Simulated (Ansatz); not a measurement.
Write a Python script for Ansatz 0.2.0 through its Python package that makes a convergence test of the k-point mesh of LaSi₂Rh₃, space group P6/mmm. Use (first run): PBEsol, PAW, the default cutoff (420 eV here), 2×2×2 k-points, cold smearing of 0.2 eV, D4 dispersion. The script varies mesh: (2, 2, 2), (2, 2, 3), (3, 3, 4), (4, 4, 5), (5, 5, 6), (6, 6, 8).

```
La Si Rh
1.0
     5.62011    0.00000    0.00000
    -2.81005    4.86716    0.00000
     0.00000    0.00000    3.64530
La Si Rh
1 2 3
Direct
  0.00000 0.00000 0.00000
  0.66667 0.33333 0.00000
  0.33333 0.66667 0.00000
  0.50000 0.00000 0.50000
  0.00000 0.50000 0.50000
  0.50000 0.50000 0.50000
```

`kconv_lasi2rh3.py`
```python
import ansatz as az
import pandas as pd

VDW = "D4"
OCCUPATIONS = "Marzari-Vanderbilt"
WIDTH_EV = 0.2


def main() -> None:
    crystal = (
        az.Lattice.from_parameters(5.620108, 5.620108, 3.645304, alpha=90, beta=90, gamma=120)
        .space_group(191)
        .atom("La", [0.0, 0.0, 0.0])
        .atom("Si", [2 / 3, 1 / 3, 0.0])
        .atom("Rh", [0.5, 0.0, 0.5])
    )

    calc = crystal.calculation()
    calc = calc.functional(az.Functional.PBESOL, dispersion=VDW)
    calc = calc.eigensolver("davidson", mixed_precision=False)
    calc = calc.occupations(OCCUPATIONS, width=WIDTH_EV)
    calc = calc.forces().stress()

    rows = []
    for value in [(2, 2, 2), (2, 2, 3), (3, 3, 4), (4, 4, 5), (5, 5, 6), (6, 6, 8)]:
        data = calc.kpoints(*value).run().report
        rows.append((value, data["free_energy_ev"] / len(data["lattice"]["sites"]), data["n_iterations"], sum(data["stress_gpa"][i][i] for i in range(3)) / 3, max(abs(f) for row in data["forces_ev_ang"] for f in row), data["n_kpoints"]))

    table = pd.DataFrame(rows, columns=["mesh", "F/atom (eV)", "iterations", "P (GPa)", "max component (eV/A)", "k-points"])
    print(table.round(5).to_string(index=False))

    for row in rows[:-1]:
        shift = 1000 * (row[1] - rows[-1][1])
        print(f"{row[0]}: {shift:+.2f} meV/atom" + ("  (within 1 meV)" if abs(shift) < 1 else ""))


if __name__ == "__main__":
    main()
```

```console
$ python kconv_lasi2rh3.py
DeckWarning: basis.ecutwfc = 420 eV, auto-derived from the records' recommended cutoffs: set by La (normal level)
     mesh  F/atom (eV)  iterations  P (GPa)  max component (eV/A)  k-points
(2, 2, 2)  -4404.96190           8 -9.78299                   0.0         4
(2, 2, 3)  -4404.71477           8 -6.08664                   0.0         4
(3, 3, 4)  -4404.82616           8 -6.58691                   0.0         9
(4, 4, 5)  -4404.82062           6 -6.68564                   0.0        12
(5, 5, 6)  -4404.79964           8 -6.48858                   0.0        20
(6, 6, 8)  -4404.81282           8 -6.57009                   0.0        35
(2, 2, 2): -149.08 meV/atom
(2, 2, 3): +98.06 meV/atom
(3, 3, 4): -13.34 meV/atom
(4, 4, 5): -7.80 meV/atom
(5, 5, 6): +13.18 meV/atom
```
(Warnings from the package without file and line.)

What to keep in mind:
- Dispersion corrections can be off by several per cent in the lattices of metals, and by several GPa in the pressure at a fixed cell.
- Forces vanish by symmetry here and test nothing.
- Pressure is positive in compression.
- At these settings the cell as given stands under about -7 GPa, so it isn't at this functional's equilibrium volume.
- The structure comes from a database of computed cells and needn't be a stable or known phase.
- Shifts are counted from the finest mesh, which is itself no proven limit.
- Finished in 57 s on 1 thread of Arm Neoverse N1, with other jobs on the host, peak memory 0.54 GiB.
